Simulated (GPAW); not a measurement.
**CdH2 (SMILES [H][Cd][H]) at r2SCAN-D3(BJ)/plane waves (scalar-relativistic datasets, plane-wave cutoff 300 eV)**

Aim: a structure relaxation of CdH2. 

Program for the calculation: GPAW 26.7.0.

6 further runs of the same task are left out: 2 for a known fault of the program, 2 that didn't finish, 2 set aside as unsound or not needed. Runs told in other sessions of the task aren't counted.

## 1. The system as given

CdH2: 3 atoms, total charge 0, spin state singlet. SMILES: `[H][Cd][H]`. All atoms were displaced at random from a relaxed shape. The run starts from this shape.

Bond lengths: Cd1–H2 1.652 Å, Cd1–H3 1.588 Å. Angles: H2–Cd1–H3 174.7°.

## 2. A geometry optimisation at r2SCAN-D3(BJ)/plane waves (scalar-relativistic datasets, plane-wave cutoff 300 eV)

File run.py:

```python
from ase import Atoms
from ase.calculators.mixing import SumCalculator
from ase.io import write
from ase.optimize import BFGS
from dftd3.ase import DFTD3
from gpaw import GPAW, PW

atoms = Atoms("CdHH",
    positions=[[ -0.055267,  -0.006228,  -0.020188],
               [ -0.086625,   0.063967,   1.630454],
               [ -0.084933,   0.060028,  -1.606951]])
atoms.center(vacuum=4.5)

calc = GPAW(mode=PW(300),
            eigensolver="ppcg",
            mixer={"name": "pulay", "beta": 0.1, "nmaxold": 5, "weight": 1.0},
            symmetry="off",
            convergence={"eigenstates": 1e-06},
            maxiter=80,
            xc="MGGA_X_R2SCAN+MGGA_C_R2SCAN",
            txt="-")
atoms.calc = SumCalculator([DFTD3(method="r2SCAN", damping="d3bj"), calc])

opt = BFGS(atoms, trajectory="gs.traj")
converged = opt.run(fmax=0.03, steps=40)
print("Converged:", converged)
print(f"Final energy = {atoms.get_potential_energy():.5f} eV")
print(f"r(H2-Cd0) = {atoms.get_distance(2, 0):.4f} Ang")
print(f"r(H1-Cd0): {atoms.get_distance(1, 0):.4f} Ang")
write("relaxed.xyz", atoms)
```

Command:

```
$ python run.py
```

Standard output:

```text
[...]
  mode=PW(ecut=300.0),
[...]
Number of symmetries: 1
[...]
  Number of IBZ points: 1
[...]
Cutoff: 300.0 eV
Spin-components: 1 (collinear spins)
Bands:           11
[...]
  Valence electrons: 14.0
[...]
  Grid points: [40 40 49]
  Charge: 0.0  # |e|
[...]
    cutoffs:
[...]
occupation numbers:
  # Zero width
[...]
xc functional:
  name: MGGA_X_R2SCAN+MGGA_C_R2SCAN with 2 nearest neighbor stencil
[...]
|iter     |     time |      energy | eigst |  dens |
[...]
|iter:   1| 00:00:01 |  -21.721619 | -0.13 |       |
[...]
Converged in 13 steps
[...]
dipole moment: (0.015405, -0.034535, -0.026849)  # |e|*Ang
Fermi level: -3.818
[...]
Converged in 8 steps
[...]
Converged in 8 steps
[...]
Converged in 8 steps
[...]
Converged in 8 steps
[...]
|iter:   5| 00:01:07 |  -19.646440c| -6.62c| -4.04c|
Converged in 5 steps
[...]
Energy contributions relative to reference atoms: (reference = -152198.098661)
Energy contributions:
  Kinetic:          22.468302
  Coulomb:         -22.562708
  Zero:              0.577285
  External:          0.000000
  Xc:              -20.129320
  Entropy:           0.000000
  Spinorbit:         0.000000
  ----------------------------
  Free energy:     -19.646440
  Extrapolated:    -19.646440
dipole moment: (0.000025, 0.000168, -0.001363)  # |e|*Ang
Fermi level: -3.792
Eigenvalues  # (at kpt = [0.000, 0.000, 0.000])
| band index |      eig [eV] | occ [0-2] |
|------------|---------------|-----------|
|          0 |       -13.652 |     2.000 |
|          1 |       -12.830 |     2.000 |
|          2 |       -12.829 |     2.000 |
|          3 |       -12.710 |     2.000 |
|          4 |       -12.710 |     2.000 |
|          5 |        -8.033 |     2.000 |
|          6 |        -6.729 |     2.000 |
|          7 |        -0.856 |     0.000 |
|          8 |        -0.855 |     0.000 |
|          9 |         0.171 |     0.000 |
|         10 |         0.227 |     0.000 |
Gap: 5.873 eV
Transition (v -> c):
[...]
Forces  # eV/Ang
|        x |       y |        z |
|----------|---------|----------|
| -0.00098 | 0.00125 |  0.01321 |  # Cd   0
| -0.00026 | 0.00091 | -0.00274 |  # H    1
| -0.00025 | 0.00077 | -0.00810 |  # H    2
Force computation time: 0.122  # s
BFGS:   10 hh:mm:ss      -19.652028        0.013306
Converged: True
Final energy = -19.65203 eV
r(H2-Cd0) = 1.6714 Ang
r(H1-Cd0): 1.6722 Ang
```

Wall time 68 s (1 thread of Arm Neoverse V2, shared host); peak memory 0.33 GiB.

The path in brief:

| step | energy from the first frame kept (eV) | largest force (eV/Å) |
| --- | --- | --- |
| 0 | 0.0000 | 1.2450 |
| 1 | -0.0283 | 0.7408 |
| 2 | -0.0481 | 0.3977 |
| 3 | -0.0541 | 0.3033 |
| 4 | -0.0573 | 0.2080 |
| 5 | -0.0585 | 0.1155 |
| 6 | -0.0591 | 0.0989 |
| 7 | -0.0597 | 0.1190 |
| 8 | -0.0603 | 0.1088 |
| 9 | -0.0606 | 0.0510 |
| 10 | -0.0607 | 0.0133 |

After the run. Bond lengths: Cd1–H2 1.672 Å, Cd1–H3 1.671 Å. Angles: H2–Cd1–H3 180.0°.

## 3. Outcome

At r2SCAN-D3(BJ)/plane waves (scalar-relativistic datasets, plane-wave cutoff 300 eV):

```
                                                 quantity         value
   energy as printed (from the program's reference atoms)   -19.6520 eV
                                            dipole moment        0.01 D
HOMO energy (shifted to the vacuum level, unlike the log)      -7.02 eV
LUMO energy (shifted to the vacuum level, unlike the log)      -1.15 eV
                                            HOMO–LUMO gap       5.87 eV
                                        dispersion energy  -0.54 kJ/mol
```

**Reading.** At the final geometry: Bond lengths: Cd1–H2 1.672 Å, Cd1–H3 1.671 Å. Angles: H2–Cd1–H3 180.0°. The optimisation took 10 steps and changed the energy by -0.061 eV.
